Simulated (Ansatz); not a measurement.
# C3H5ClSn: a ladder of functionals and wavefunction methods

How much do the methods differ for C3H5ClSn? The plan is to run it at one geometry with functionals of several rungs and with coupled cluster, and see how far each lands from CCSD(T) at the basis-set limit for the atomisation energy.

The runs use Ansatz 0.2.0, Gaussian basis; functionals in def2-TZVPP, the program's frozen cores in correlated methods.

Levels to be run: PBE-D4, r2SCAN-D4, PBE0-D4, B3LYP-D4, ωB97X-V, ωB97M-V, B2PLYP; CCSD(T)/def2-TZVPP; MP2/def2-QZVPP; extrapolation to the limit.

## Step 1: The relaxed structure

The geometry comes from an earlier relaxation with PBE0-D4 in a triple-zeta def2 set; it is a stationary point, not always the lowest conformer. Sn takes the def2 core potential; no spin-orbit term is included.

10 atoms, charge 0, spin multiplicity 1.

Atoms are counted from 1 here; the program's logs count them from 0.

Bond lengths: C1–C2 1.294 Å, C1–H6 1.086 Å, C1–H7 1.083 Å, C2–C3 1.318 Å, C3–H8 1.086 Å, C3–H9 1.087 Å, Sn4–Cl5 2.403 Å, Sn4–H10 1.777 Å. Angles: C2–C1–H6 119.9°, C2–C1–H7 121.4°, H6–C1–H7 118.7°, C1–C2–C3 177.4°, C2–C3–H8 121.0°, C2–C3–H9 120.3°, H8–C3–H9 117.7°, Cl5–Sn4–H10 94.0°.

## Step 2: PBE-D4 (GGA)

Input file in.yaml:

```yaml
crystal:
  periodic: [false, false, false]
  atoms:
    - {symbol: C, position_ang: [-0.095499, 0.958840, 1.345195]}
    - {symbol: C, position_ang: [-0.223899, -0.184287, 0.753363]}
    - {symbol: C, position_ang: [-0.410192, -1.351641, 0.170191]}
    - {symbol: Sn, position_ang: [0.922237, -0.457302, -1.982451]}
    - {symbol: Cl, position_ang: [-0.774767, 1.160679, -2.509302]}
    - {symbol: H, position_ang: [-0.568638, 1.125888, 2.308153]}
    - {symbol: H, position_ang: [0.465000, 1.768086, 0.893712]}
    - {symbol: H, position_ang: [0.226092, -2.200816, 0.400946]}
    - {symbol: H, position_ang: [-1.311066, -1.537007, -0.408378]}
    - {symbol: H, position_ang: [1.853832, 0.666360, -0.968630]}
basis:
  gaussian: {orbitals: def2-TZVPP}
hamiltonian: {xc: pbe, dispersion: d4}
output: {forces: true, orbitals: {seedname: orbitals}}
```

The run is started by

```sh
$ ansatz run in.yaml --threads 4 --pin off --events-out ev --progress --plain --max-ram 10444MiB
```

The runs that follow: r2SCAN-D4 (meta-GGA); PBE0-D4 (hybrid); B3LYP-D4 (hybrid); ωB97X-V (range-separated); ωB97M-V (range-separated); B2PLYP (double hybrid); CCSD(T) in def2-TZVPP; MP2 in def2-QZVPP.

Q: Predict the results of all the runs planned. Wanted: atomisation energy, CCSD(T)/CBS; farthest; mean size of error, hybrid; mean size of error, range-separated; gap, smallest and largest; T1 diagnostic; triples share of the correlation energy.

As calculated:

```
                               quantity                                           value
        atomisation energy, CCSD(T)/CBS                                   3651.1 kJ/mol
 functionals within 36.5 kJ/mol (1.0 %)  r2SCAN-D4, PBE0-D4, B3LYP-D4, ωB97X-V, ωB97M-V
                               farthest                          PBE-D4 (+105.1 kJ/mol)
             mean size of error, hybrid                                     17.2 kJ/mol
    mean size of error, range-separated                                      4.6 kJ/mol
              gap, smallest and largest             2.84 eV (PBE-D4), 8.66 eV (ωB97X-V)
                          T1 diagnostic                                          0.0140
triples share of the correlation energy                                           4.1 %
```

PBE-D4 is off by +105.1 kJ/mol. Double hybrids carry the basis error of their MP2 part in triple zeta, and no dispersion term here, so their miss is partly the set-up's. Misses under about 36.5 kJ/mol are within the doubt on the reference itself, which lacks core-valence correlation, spin-orbit coupling and higher excitations, and its outer-core shells are covered unevenly. All levels share the lack of spin-orbit coupling, which lowers the free heavy atoms and so the true binding. Hartree-Fock recovers 72 % of the binding; the rest is correlation. The gap grows from 2.8 to 8.7 eV across the functionals, mostly with the share of exact exchange. Correlated methods include outer-core shells of Sn, which these sets cover unevenly.
